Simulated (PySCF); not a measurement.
# BHLYP/cc-pVDZ run of BBr2F (SMILES FB(Br)Br)

Aim: the vertical singlet–triplet gap of BBr2F at BHLYP/cc-pVDZ, from 2 runs. 

Program for the calculation: PySCF 2.14.0.

2 further runs of the same task are left out: 2 set aside as unsound or not needed.

**1. The system as given**

BBr2F has 4 atoms, charge 0, and is taken as a singlet. SMILES: `FB(Br)Br`. Geometry: relaxed at PBE0-D4/def2-TZVP.

Bond lengths: F1–B2 1.307 Å, B2–Br3 1.901 Å, B2–Br4 1.901 Å. Angles: F1–B2–Br3 119.1°, F1–B2–Br4 119.1°, Br3–B2–Br4 121.7°.

**2. A single-point energy at BHLYP/cc-pVDZ**

Input file input.py:

```python
from pyscf import gto, dft

molecule = gto.M(
    atom='''
F        1.316550       0.465960       0.364370
B        0.123960       0.043770       0.034160
Br      -0.483040      -1.629420       0.701450
Br      -0.957470       1.119690      -1.099980
''',
    basis='cc-pvdz',
    max_memory=1860,
    verbose=3,
)

mf = dft.RKS(molecule, xc='bhandhlyp')
mf.conv_tol = 1e-10
mf.grids.level = 5
mf.kernel()
if not mf.converged:
    mf = mf.newton().run(mf.mo_coeff, mf.mo_occ)

etot = mf.e_tot
print('E = %.10f Eh' % etot)
```

Run with:

```console
$ OMP_NUM_THREADS=1 python input.py
```

The program printed:

```text
converged SCF energy = -5273.01745768809
E = -5273.0174576881 Eh
```

It took 14 s on 1 thread of Arm Neoverse V2, shared host; peak memory 0.44 GiB.

**3. The triplet, same level**

Input file job.py:

```python
from pyscf import gto, dft

system = gto.Mole()
system.atom = '''
F        1.316550       0.465960       0.364370
B        0.123960       0.043770       0.034160
Br      -0.483040      -1.629420       0.701450
Br      -0.957470       1.119690      -1.099980
'''
system.spin = 2
system.max_memory = 1860
system.basis = 'cc-pvdz'
system.verbose = 4
system.build()

mf = dft.UKS(system)
mf.xc = 'bhandhlyp'
mf.conv_tol = 1e-10
mf.grids.level = 5
mf.kernel()
if not mf.converged:
    mf = mf.newton().run(mf.mo_coeff, mf.mo_occ)

etot = mf.e_tot
print('E = %.10f Eh' % etot)
```

Run with:

```console
$ OMP_NUM_THREADS=1 python job.py
```

The program printed:

```text
PySCF version 2.14.0

[INPUT] num. atoms = 4
[INPUT] num. electrons = 84
[INPUT] charge = 0
[INPUT] spin (= nelec alpha-beta = 2S) = 2
[INPUT] symmetry False subgroup None
[INPUT] Mole.unit = angstrom
[INPUT] Symbol           X                Y                Z      unit          X                Y                Z       unit  Magmom
[INPUT]  1 F      1.316550000000   0.465960000000   0.364370000000 AA    2.487918929296   0.880536785002   0.688559508008 Bohr   0.0
[INPUT]  2 B      0.123960000000   0.043770000000   0.034160000000 AA    0.234250450401   0.082713312472   0.064553044415 Bohr   0.0
[INPUT]  3 Br    -0.483040000000  -1.629420000000   0.701450000000 AA   -0.912813307210  -3.079157541889   1.325548390076 Bohr   0.0
[INPUT]  4 Br    -0.957470000000   1.119690000000  -1.099980000000 AA   -1.809356072487   2.115907444414  -2.078660942499 Bohr   0.0

nuclear repulsion = 430.663016623796
number of shells = 22
number of NR pGTOs = 206
number of NR cGTOs = 82
basis = cc-pvdz
ecp = {}

[... 34 lines left out ...]
[... the frontier-level lines of each cycle are left out ...]
[... 5 lines left out ...]
[... 5 lines left out ...]
[... 5 lines left out ...]
[... 5 lines left out ...]
[... 5 lines left out ...]
[... 5 lines left out ...]
[... 5 lines left out ...]
[... 5 lines left out ...]
[... 5 lines left out ...]

cycle= 10 E= -5272.79506730766  delta_E= -5.68e-09  |g|= 2.16e-05  |ddm|= 0.000128


cycle= 11 E= -5272.79506731046  delta_E= -2.8e-09  |g|= 1.16e-05  |ddm|= 0.000105


cycle= 12 E= -5272.79506731173  delta_E= -1.27e-09  |g|= 7.42e-06  |ddm|= 9.15e-05


cycle= 13 E= -5272.79506731198  delta_E= -2.5e-10  |g|= 3.16e-06  |ddm|= 4.85e-05


cycle= 14 E= -5272.79506731199  delta_E= -1e-11  |g|= 1.39e-06  |ddm|= 1.47e-05


Extra cycle  E= -5272.795067312  delta_E= -9.09e-12  |g|= 1.62e-06  |ddm|= 3.01e-06
converged SCF energy = -5272.795067312  <S^2> = 2.0118784  2S+1 = 3.0079085
E = -5272.7950673120 Eh
```

Wall time 33 s (1 thread of Arm Neoverse V2, shared host); peak memory 0.45 GiB.

**4. Outcome**

At BHLYP/cc-pVDZ:

| quantity | value |
| --- | --- |
| singlet: total energy | -5273.01746 Eh |
| singlet: dipole moment | 0.26 D |
| singlet: HOMO energy | -9.65 eV |
| singlet: LUMO energy | -0.03 eV |
| singlet: HOMO–LUMO gap | 9.61 eV |
| triplet: total energy | -5272.79507 Eh |
| triplet: dipole moment | 1.96 D |
| triplet: HOMO energy (highest over α and β) | -3.81 eV |
| triplet: ⟨S²⟩ | 2.012 |
| vertical energy of the triplet above the singlet | 6.052 eV |

In words: At this shape the triplet lies 6.05 eV (140 kcal/mol) above the singlet. Mulliken charges (triplet) run from -0.14 on F1 to +0.12 on Br3.
